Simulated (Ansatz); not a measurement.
# C₂H₄BClO: one species, many methods

An exercise on one series of results from a longer session: the logs are not shown, and one member is left open.

Computed with Ansatz 0.2.0, Gaussian basis. Level: functionals in def2-TZVPP, the program's frozen cores in correlated methods.

The runs, in order: LDA (SPW92), PBE-D4, revPBE-D4, BLYP-D4, r2SCAN-D4, B97M-V, PBE0-D4, B3LYP-D4, r2SCANh-D4, r2SCAN0-D4, HSE06-D4, BHLYP-D4, CAM-B3LYP-D4, LC-ωPBE, ωB97X-V, ωB97M-V, B2PLYP, PBE-QIDH; CCSD(T)/def2-SVP; CCSD(T)/def2-TZVPP; MP2/def2-QZVPP; extrapolation to the limit; RPA on PBE.

## The geometry

An earlier PBE0-D4 in a triple-zeta def2 set relaxation fixed the geometry.

SMILES `ClBC1CO1`, 9 atoms, charge 0, spin multiplicity 1.

Atoms are counted from 1 here; the program's logs count them from 0.

Bond lengths: Cl1–B2 1.739 Å, B2–C3 1.543 Å, B2–H6 1.193 Å, C3–C4 1.486 Å, C3–O5 1.431 Å, C3–H7 1.089 Å, C4–O5 1.394 Å, C4–H8 1.088 Å, C4–H9 1.088 Å. Angles: Cl1–B2–C3 120.6°, Cl1–B2–H6 117.9°, C3–B2–H6 121.5°, B2–C3–C4 118.3°, B2–C3–O5 119.8°, B2–C3–H7 118.8°, C4–C3–O5 57.1°, C4–C3–H7 114.8°, O5–C3–H7 113.4°, C3–C4–O5 59.5°, C3–C4–H8 117.8°, C3–C4–H9 119.3°, O5–C4–H8 116.3°, O5–C4–H9 115.7°, H8–C4–H9 116.2°, C3–O5–C4 63.4°.

Set-up of the first run:

in.yaml

```yaml
crystal:
  periodic: [false, false, false]
  atoms:
    - {symbol: Cl, position_ang: [-1.948955, 0.055002, 1.499152]}
    - {symbol: B, position_ang: [-0.492126, 0.845161, 0.971931]}
    - {symbol: C, position_ang: [0.587320, 0.063188, 0.194386]}
    - {symbol: C, position_ang: [0.177870, -0.673344, -1.029274]}
    - {symbol: O, position_ang: [0.522494, -1.365036, 0.130862]}
    - {symbol: H, position_ang: [-0.377771, 2.011170, 1.194630]}
    - {symbol: H, position_ang: [1.604800, 0.451465, 0.174577]}
    - {symbol: H, position_ang: [0.889005, -0.726258, -1.850446]}
    - {symbol: H, position_ang: [-0.874239, -0.707649, -1.302920]}
basis:
  gaussian: {orbitals: def2-TZVPP}
hamiltonian: {xc: lda}
output: {orbitals: {seedname: orbitals}}
```

Command:

```
$ ansatz run in.yaml --threads 2 --pin off --events-out ev --progress --plain --max-ram 4352MiB
```

Steps of the session up to this table: LDA; PBE-D4 (GGA); revPBE-D4 (GGA); BLYP-D4 (GGA); r2SCAN-D4 (meta-GGA); B97M-V (meta-GGA); PBE0-D4 (hybrid); B3LYP-D4 (hybrid); r2SCANh-D4 (hybrid); r2SCAN0-D4 (hybrid); HSE06-D4 (hybrid); BHLYP-D4 (hybrid); CAM-B3LYP-D4 (range-separated); LC-ωPBE (range-separated); ωB97X-V (range-separated); ωB97M-V (range-separated); B2PLYP (double hybrid); PBE-QIDH (double hybrid).

One table of the session follows, with a row left open; its other results are not shown here.

It belongs to the step «Frontier levels by functional». 

```
  functional  HOMO (eV)  LUMO (eV)  gap (eV)
 LDA (SPW92)      -6.60      -2.85      3.75
      PBE-D4          ?          ?         ?
   revPBE-D4      -6.40      -2.47      3.93
     BLYP-D4      -6.36      -2.42      3.94
   r2SCAN-D4      -6.80      -2.28      4.52
      B97M-V      -6.97      -2.27      4.70
     PBE0-D4      -8.11      -1.63      6.49
    B3LYP-D4      -7.85      -1.84      6.02
  r2SCANh-D4      -7.42      -1.94      5.48
  r2SCAN0-D4      -8.36      -1.44      6.91
    HSE06-D4      -7.71      -2.01      5.70
    BHLYP-D4      -9.68      -0.58      9.11
CAM-B3LYP-D4      -9.58      -0.52      9.05
     LC-ωPBE     -10.90       0.64     11.54
     ωB97X-V     -10.59       0.57     11.16
     ωB97M-V     -10.52       0.38     10.90
```

**Question.** Estimate the row for PBE-D4.

As computed: HOMO (eV): -6.46; LUMO (eV): -2.58; gap (eV): 3.88. In the column «HOMO (eV)» it lies between LDA (SPW92) (-6.60) and revPBE-D4 (-6.40).
